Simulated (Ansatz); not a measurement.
From input file to script: Cs2LiYCl6, space group Fm-3m in Ansatz 0.2.0.

```yaml
crystal:
  lattice:
    - [0.0, 5.24285, 5.24285]
    - [5.24285, 0.0, 5.24285]
    - [5.24285, 5.24285, 0.0]
  atoms:
    - { symbol: Cs, position: [0.25, 0.25, 0.25] }
    - { symbol: Cs, position: [0.75, 0.75, 0.75] }
    - { symbol: Li, position: [0.5, 0.5, 0.5] }
    - { symbol: "Y", position: [0.0, 0.0, 0.0] }
    - { symbol: Cl, position: [0.74954, 0.25046, 0.25046] }
    - { symbol: Cl, position: [0.25046, 0.74954, 0.25046] }
    - { symbol: Cl, position: [0.25046, 0.74954, 0.74954] }
    - { symbol: Cl, position: [0.74954, 0.25046, 0.74954] }
    - { symbol: Cl, position: [0.25046, 0.25046, 0.74954] }
    - { symbol: Cl, position: [0.74954, 0.74954, 0.25046] }
basis:
  ecutwfc: 380.9594074438
  ecutrho_ratio: 6
kpoints:
  mp_grid: { grid: [4, 4, 4] }
hamiltonian:
  xc: r2scan
  pseudopotentials: { kind: paw }
scf:
  max_iter: 150
  algorithm: direct_min
  convergence: { dr2_threshold: 1.0e-06 }
  occupations: { method: gaussian, width: 0.01 }
output:
  write_density: true
  volumetric_format: [cube, npy]
  forces: true
  stress: true
  eigenvalues: true
```

The program run on that file:
```console
$ ansatz run input.yaml --threads 1 --pin off --max-ram 3072MiB --backend cpu --events-out ev --progress --plain --runs-dir out
Warning: basis.ecutwfc = 380.9594074438 eV is below the records' recommended 500 eV, and the density's cutoff is lower with it unless basis.ecutrho_ratio is high enough to keep the records' density cutoff: compare with a run at a higher cutoff
Warning: scf.convergence.dr2_threshold = 1e-6 eV is looser than this run's default, which is 1e-7 eV or tighter. The error in the forces grows as the threshold's square root, so leave the key out unless less accurate forces are enough
Warning: output.stress: scf.convergence.dr2_threshold = 1e-6 eV is looser than the 1e-9 eV advised for a printed stress (1e-10 eV for each atom of the cell: 10). What an SCF threshold leaves in a stress goes as its square root, and in the free energy as the threshold itself, and one threshold admits the most on a small cell: of the crystals measured, under no hybrid functional and no lock of the [...]
Engine: ansatz 0.2.0, x86_64-unknown-linux-gnu
Pseudopotentials: kind: paw
Pseudopotential: Cs, paw, valence charge 9, recommended cutoff 500 eV (meta_gga), Cs.paw.azcp
Pseudopotential: Li, paw, valence charge 3, recommended cutoff 500 eV (meta_gga), Li.paw.azcp
Pseudopotential: Y, paw, valence charge 11, recommended cutoff 500 eV (meta_gga), Y.paw.azcp
Pseudopotential: Cl, paw, valence charge 7, recommended cutoff 500 eV (meta_gga), Cl.paw.azcp
Functional definition: r2SCAN
  parameter k0 = 0.174
  parameter k1 = 0.065
  parameter a1 = 4.9479
  exchange = r2scan_x(k0 = k0, k1 = k1, a1 = a1)
  correlation = r2scan_c
Crystal: 10 atoms, lattice volume = 288.225 Å³
Basis set: ecut = 380.9594074438 eV, 4909 PW (Γ), exchange–correlation on 240×240×240 points (64 copies of the dense FFT grid, shifted against one another)
Bands: 47, of which v1, the nominal top of the filled ones, is band 37 counted from 1 (36 counted from 0)
Symmetry: 48 space group operations
Space group: Fm-3m (ITA 225), of the structure as read, at distance tolerance 6.6e-5 Å
k-points: 8 of 64
Non-local potential: Cs, projectors of the file, l = 0: 3, l = 1: 2, l = 2: 2, l = 3: 2
Non-local potential: Li, projectors of the file, l = 0: 3, l = 1: 2, l = 2: 1
Non-local potential: Y, projectors of the file, l = 0: 3, l = 1: 2, l = 2: 2, l = 3: 1
Non-local potential: Cl, projectors of the file, l = 0: 2, l = 1: 2, l = 2: 2
PAW form: soft (Blöchl's): semilocal exchange-correlation on the pseudo side does not see the compensation charge
PAW frozen core: Cs, regenerated for the run's functional (the file was generated under x = pbe(κ = 0.804, μ = 0.2195149727645171), c = pbe(β = 0.06672455060314922))
PAW frozen core: Y, regenerated for the run's functional (the file was generated under x = pbe(κ = 0.804, μ = 0.2195149727645171), c = pbe(β = 0.06672455060314922))
PAW frozen core: Cl, regenerated for the run's functional (the file was generated under x = pbe(κ = 0.804, μ = 0.2195149727645171), c = pbe(β = 0.06672455060314922))
PAW one-centre angular grid: Cs, 302 points (default); XC on 160 Gauss nodes
PAW one-centre angular grid: Li, 302 points (default); XC on 327 of its mesh's 2665 points in the sphere
PAW one-centre angular grid: Y, 590 points (default); XC on 160 Gauss nodes
PAW one-centre angular grid: Cl, 302 points (default); XC on 160 Gauss nodes
Initial density: superposition of atomic densities (neutral atoms: chi_scale 0, normalization atom), corrected by the library's trained network
Initial wavefunctions: pseudopotential atomic-orbital guess
Functional: x = r2scan, c = r2scan; τ floored in thin density (d = 2e-4 eV/Å³)
SCF iter   1: F=—  HF=-21962.379643 eV  |F-HF|=—  |Δ(HF+E_count)|=         —  Δρ=4.20e-3  dr2=5.03e-2  dr2_τ=2.42e-2  ethr=1.77e-3  ⟨swp⟩=14.5  Hψ=1778  notcnv=0
preconditioner: auto → Resta (q_TF=auto, 2.175 Å⁻¹)  ε∞=3.0  [insulator: Δε(μ)=5.618 eV  Ē_g=11.909 eV  σ=0.010 eV  W_gap=1.00  n_scr=58 (ndim 8)  ℏωp=16.9 eV  f_vac=0.020  D(μ)=0.00/eV (n_scr^D=0)  ε∞_Penn≈3.0]
SCF iter   2: F=—  HF=-21962.459390 eV  |F-HF|=—  |Δ(HF+E_count)|=   7.97e-2  Δρ=1.70e-3  dr2=1.20e-2  dr2_τ=1.32e-3  ethr=6.80e-5  ⟨swp⟩=7.2  Hψ=1291  notcnv=0  defer=33
SCF iter   3: F=—  HF=-21962.455866 eV  |F-HF|=—  |Δ(HF+E_count)|=   3.52e-3  Δρ=5.53e-4  dr2=3.36e-3  dr2_τ=7.64e-5  ethr=1.62e-5  ⟨swp⟩=7.0  Hψ=1135  notcnv=0  defer=23
iter 4 solved again at ethr=6.44e-8 eV; its pass at ethr=4.53e-6 eV (dr2=4.77e-5 eV) is discarded
SCF iter   4: F=—  HF=-21962.454915 eV  |F-HF|=—  |Δ(HF+E_count)|=   9.51e-4  Δρ=1.33e-4  dr2=8.72e-5  dr2_τ=4.75e-6  ethr=6.44e-8  ⟨swp⟩=5.5  Hψ=1945  notcnv=0  defer=3
eigensolver tolerance schedule calibrated: the retry pair's looser diagonalisation under-reported the residual by θ = 0.45 (0.25/decade); ethr = c·dr2/N_el runs at the constant in force after the calibration composes with the one it found (an armed cap, an earlier calibration), c = 1.7e-2
SCF iter   5: F=—  HF=-21962.454886 eV  |F-HF|=—  |Δ(HF+E_count)|=   2.91e-5  Δρ=3.20e-5  dr2=3.81e-6  dr2_τ=5.34e-7  ethr=1.96e-8  ⟨swp⟩=4.2  Hψ=959  notcnv=0  defer=3
SCF iter   6: F=-21962.454884 eV  HF=-21962.454884 eV  |F-HF|=2.49e-7  |Δ(HF+E_count)|=   1.44e-6  Δρ=6.00e-6  dr2=2.98e-7  dr2_τ=7.03e-9  ethr=8.54e-10  ⟨swp⟩=4.1  Hψ=1025  notcnv=0  defer=2
SCF 1 converged in 6 iterations: F = -21962.454884 eV  dr2 = 2.98e-7
  Residual-converged pass: ⟨swp⟩=3.0  Hψ=717  notcnv=0  max |occ|·‖R‖ = 2.1e-5 eV (tolerance 2.1e-5 eV)  dr2=3.03e-7  dr2_τ=7.25e-9  dr2_onsite=2.86e-9  max |Δocc| = 0.0e0
  greatest PAW one-centre occupation: 0.999 electrons in one spin orbital (limit 2), on the Li atom at site 2 (counted from 0), in its partial waves of l = 0
SCF converged after 6 iterations
Stability not checked: this state was not tested for a lower state beside it, because a direct minimisation reached the state, and no test of it is asked (direct_minimisation; see scf.lower_state_search)
Free energy (F): -21962.454884 eV
Harris-Foulkes:  -21962.454884 eV  (|F-HF|=2.49e-7)
Internal energy: -21962.454884 eV  (E = F + TS)
E sigma→0 (E₀):  -21962.454884 eV
Fermi energy:    4.829387 eV
--- Per-component energies (eV) ---
  E_band       = -492.766295
  E_kinetic    = 1578.895096
  E_local      = -2887.154811  (includes V_loc(G=0)·N_el)
  E_nonlocal   = 243.944336
  E_hartree    = 953.202852
  E_xc         = -1133.259797
  E_vxc        = -1327.377404  (∫ρ·V_xc dr)
  E_paw        = -17049.100090  (= ΣΔE_a)
  E_vpaw       = -76.639105  (= ΣTr[D̂ρ^β])
  E_aug_tail   = 0.000065  (compensation charges beyond the density's cutoff)
  E_vtau       = 69.171267  (kinetic-family band-sum trace: ∫τ·v_τ [+ j·A + Jᵃ·Aᵃ] dr)
  E_ewald      = -3668.109900
  E_core_change = -0.872636  (= ΣΔE_core)
  E_smearing   = -0.000000  (= −TS)
  E_closure    = 0.000000  (closes the sum)
  Σ components = -21962.454884   (vs F -21962.454884, Δ=0.00e0)
--- Forces (eV/Å), atoms counted from 1 ---
  atom   1  Cs     0.00000000     0.00000000     0.00000000
  atom   2  Cs    -0.00000000     0.00000000     0.00000000
  atom   3  Li     0.00000000    -0.00000000     0.00000000
  atom   4  Y      0.00000000    -0.00000000     0.00000000
  atom   5  Cl     0.07581224    -0.00000000    -0.00000000
  atom   6  Cl     0.00000000     0.07581224    -0.00000000
  atom   7  Cl    -0.07581224     0.00000000    -0.00000000
  atom   8  Cl    -0.00000000    -0.07581224     0.00000000
  atom   9  Cl    -0.00000000     0.00000000     0.07581224
  atom  10  Cl    -0.00000000     0.00000000    -0.07581224
  max |Σ_I F_I| component: 8.33e-17 eV/Å
--- Stress (GPa, compression-positive) ---
        0.181436      -0.000000       0.000000
        0.000000       0.181436      -0.000000
       -0.000000       0.000000       0.181436
  P = ⅓ Tr σ = 0.1814 GPa (1.814 kbar)
--- Band table (eV; the first three rows and the last of 8) ---
  k-point 0: bands = ["-43.0413", "-39.7971", "-19.1955", "-19.1955", "-19.1955", "-17.1636", "-17.1435", "-11.5193", "-11.0910", "-11.0910", "-11.0522", "-11.0522", "-11.0522", "-3.8412", "-3.8412", "-3.8412", "-3.6903", "-3.6903", "-3.6903", "-0.8640", "0.3246", "0.3246", "0.3246", "0.5723", "0.5723", "0.6130", "0.6130", "0.6130", "1.4650", "1.4650", "1.4650", "1.8599", "1.8599", "1.8599", "2.0835", "2.0835", "2.0835", "7.5753", "7.5753", "7.5753", "8.6292", "9.0417", "9.0417", "9.6818", "9.6818", "9.6818", "10.3752"]
  k-point 1: bands = ["-43.0413", "-39.7971", "-19.1958", "-19.1955", "-19.1955", "-17.1598", "-17.1457", "-11.4716", "-11.1474", "-11.1474", "-11.1231", "-10.9965", "-10.9965", "-3.7972", "-3.7972", "-3.7378", "-3.6888", "-3.6888", "-3.6356", "-0.6744", "0.1411", "0.1553", "0.1553", "0.5299", "0.6688", "0.6688", "0.8087", "0.8087", "1.3004", "1.3004", "1.4377", "1.5465", "1.8221", "1.8221", "1.9261", "1.9261", "1.9851", "7.6900", "7.7274", "7.7274", "9.2016", "9.4789", "9.4789", "9.8087", "9.8087", "9.9760", "10.4123"]
  k-point 2: bands = ["-43.0413", "-39.7971", "-19.1961", "-19.1955", "-19.1955", "-17.1522", "-17.1517", "-11.3894", "-11.2284", "-11.1772", "-11.1772", "-10.9674", "-10.9674", "-3.7238", "-3.7238", "-3.7159", "-3.7159", "-3.6042", "-3.6024", "-0.4174", "-0.0651", "0.0623", "0.0623", "0.5994", "0.7876", "0.7876", "0.8363", "0.9358", "0.9358", "1.1369", "1.1369", "1.7250", "1.7333", "1.7333", "1.7898", "1.7993", "1.7993", "7.7880", "7.8588", "7.8588", "9.7534", "9.7534", "10.0070", "10.0845", "10.2371", "10.2371", "10.5160"]
  k-point 7: bands = ["-43.0413", "-39.7971", "-19.1958", "-19.1958", "-19.1956", "-17.1514", "-17.1514", "-11.3523", "-11.3191", "-11.1359", "-11.0598", "-11.0598", "-10.9980", "-3.6767", "-3.6767", "-3.6670", "-3.6626", "-3.6176", "-3.6129", "-0.3564", "-0.1898", "0.3634", "0.3675", "0.3675", "0.5593", "0.5593", "0.8455", "0.9410", "1.2359", "1.2359", "1.3143", "1.4052", "1.4052", "1.4194", "1.5391", "1.8309", "1.8309", "7.9052", "7.9052", "8.1428", "9.3687", "9.8463", "10.6395", "10.6395", "10.8286", "10.8286", "10.8540"]
```

Script `scf_cs2liycl6.py`:
```python
from pathlib import Path
import warnings

import ansatz
from ase import Atoms
from ase.io.cube import read_cube_data
from ase.units import Bohr
import numpy as np

warnings.simplefilter("ignore", ansatz.DeckWarning)

atoms = Atoms(
    ["Cs", "Cs", "Li", "Y", "Cl", "Cl", "Cl", "Cl", "Cl", "Cl"],
    scaled_positions=[
        (0.25, 0.25, 0.25),
        (0.75, 0.75, 0.75),
        (0.5, 0.5, 0.5),
        (0.0, 0.0, 0.0),
        (0.74954, 0.25046, 0.25046),
        (0.25046, 0.74954, 0.25046),
        (0.25046, 0.74954, 0.74954),
        (0.74954, 0.25046, 0.74954),
        (0.25046, 0.25046, 0.74954),
        (0.74954, 0.74954, 0.25046),
    ],
    cell=[
        (0.0, 5.24285, 5.24285),
        (5.24285, 0.0, 5.24285),
        (5.24285, 5.24285, 0.0),
    ],
    pbc=True,
)
cs2liycl6 = ansatz.Crystal.from_ase(atoms)

calculation = cs2liycl6.calculation()
calculation = calculation.occupations("gaussian", width=0.01)
calculation = calculation.basis(28 * ansatz.Ry, density_ratio=6)
calculation = calculation.scf(tolerance=1e-06, max_iterations=150, algorithm="direct_min")
calculation = calculation.pseudopotentials("paw")
calculation = calculation.kpoints(4).functional(ansatz.Functional.R2SCAN)
calculation = calculation.stress().forces()
calculation = calculation.band_table()
calculation = calculation.density()
calculation = calculation.output_files(volumetric_format=["cube", "npy"])
def show(event):
    row = event["data"]
    if event["event"] == "scf_iter" and row.get("harris_foulkes_ev") is not None:
        print(f"  iteration {row['iter']:3d}  Harris-Foulkes {row['harris_foulkes_ev']:.5f} eV  residual {row['dr2_ev']:.2e}")


outcome = calculation.session().plan().execute(on_event=show)
data = outcome.report

print(f"free energy      {data['free_energy_ev']:.5f} eV")
print(f"per atom         {data['free_energy_ev'] / len(outcome.lattice.sites):.5f} eV")
print(f"SCF iterations   {data['n_iterations']}  (converged: {data['converged']})")

sigma = data["stress_gpa"]
voigt = [sigma[0][0], sigma[1][1], sigma[2][2], sigma[1][2], sigma[0][2], sigma[0][1]]
print("stress xx yy zz yz xz xy (GPa, compression positive):", " ".join(f"{s:.3f}" for s in voigt))
print("P =", round(10 * float(np.mean(voigt[:3])), 2), "kbar")

if outcome.unlabelled_reasons:
    print("not a label:", outcome.unlabelled_reasons)
else:
    print(outcome.training_frame().splitlines()[0], "atoms in the frame")

gap = None if "band_edges_ev" not in data else data["band_edges_ev"][1] - data["band_edges_ev"][0]
print("gap on the k mesh:", "withheld (metal, or smearing too wide to tell)" if gap is None else f"{gap:.3f} eV")
print("lowest empty less highest filled band, by band count:", round(data["gap_by_band_count_ev"], 3), "eV")

used = data["setup"]
print("cutoffs (eV):", used["ecut_ev"], used["ecutrho_ev"], " FFT grid:", used["fft_dense"])
print("cell volume {:.3f} A^3, {} symmetry operations".format(used["cell_volume_ang3"], used["n_sym_ops"]))

folder = Path(outcome.write_results("cubes"))
print("\n".join((folder / "rho.cube").read_text().splitlines()[: 6 + 6]))
values, cube_atoms = read_cube_data(str(folder / "rho.cube"))
print("electrons from the file:", round(values.mean() * cube_atoms.get_volume() / Bohr ** 3, 3))
```

```console
$ python scf_cs2liycl6.py
  iteration   1  Harris-Foulkes -21962.37964 eV  residual 5.03e-02
  iteration   2  Harris-Foulkes -21962.45939 eV  residual 1.20e-02
  iteration   3  Harris-Foulkes -21962.45587 eV  residual 3.36e-03
  iteration   4  Harris-Foulkes -21962.45491 eV  residual 8.72e-05
  iteration   5  Harris-Foulkes -21962.45489 eV  residual 3.81e-06
  iteration   6  Harris-Foulkes -21962.45488 eV  residual 2.98e-07
free energy      -21962.45488 eV
per atom         -2196.24549 eV
SCF iterations   6  (converged: True)
stress xx yy zz yz xz xy (GPa, compression positive): 0.181 0.181 0.181 -0.000 0.000 -0.000
P = 1.81 kbar
10 atoms in the frame
gap on the k mesh: 5.492 eV
lowest empty less highest filled band, by band count: 5.492 eV
cutoffs (eV): 380.959407443832 2285.756444662992  FFT grid: [60, 60, 60]
cell volume 288.225 A^3, 48 symmetry operations
ansatz rho
values in e/bohr^3 (x slowest, z fastest)
   10    0.000000    0.000000    0.000000
   60    0.000000    0.165126    0.165126
   60    0.165126    0.000000    0.165126
   60    0.165126    0.165126    0.000000
   55   55.000000    4.953775    4.953775    4.953775
   55   55.000000   14.861326   14.861326   14.861326
    3    3.000000    9.907551    9.907551    9.907551
   39   39.000000    0.000000    0.000000    0.000000
   17   17.000000    4.962890    9.907551    9.907551
   17   17.000000    9.907551    4.962890    9.907551
electrons from the file: 74.0
```

These settings explore the input space; cutoff and mesh may be short of convergence. The cutoff lies under the one recommended for these potentials. The run is spin-unpolarised. Semilocal gaps usually lie well under measured ones. Under the recommended cutoff a pressure can be off by several GPa, even in sign. The program warned that this SCF threshold is loose for forces or stresses. Grid values close to the nuclei reflect the PAW or pseudopotential construction, not the all-electron fields. The structure is a deposited one; some such entries were measured under pressure or heat, so a shift against it needn't be the functional's error alone. Levels are Kohn-Sham eigenvalues on this mesh, without spin-orbit coupling. The script silences the warnings on its input, which a real study should read. Run time: 18 s on 1 thread of Intel(R) Xeon(R) 6975P-C (Granite Rapids), on a shared host, peak memory 1.6 GiB.

(Lines on the test bed's own set-up are left out of the output.)
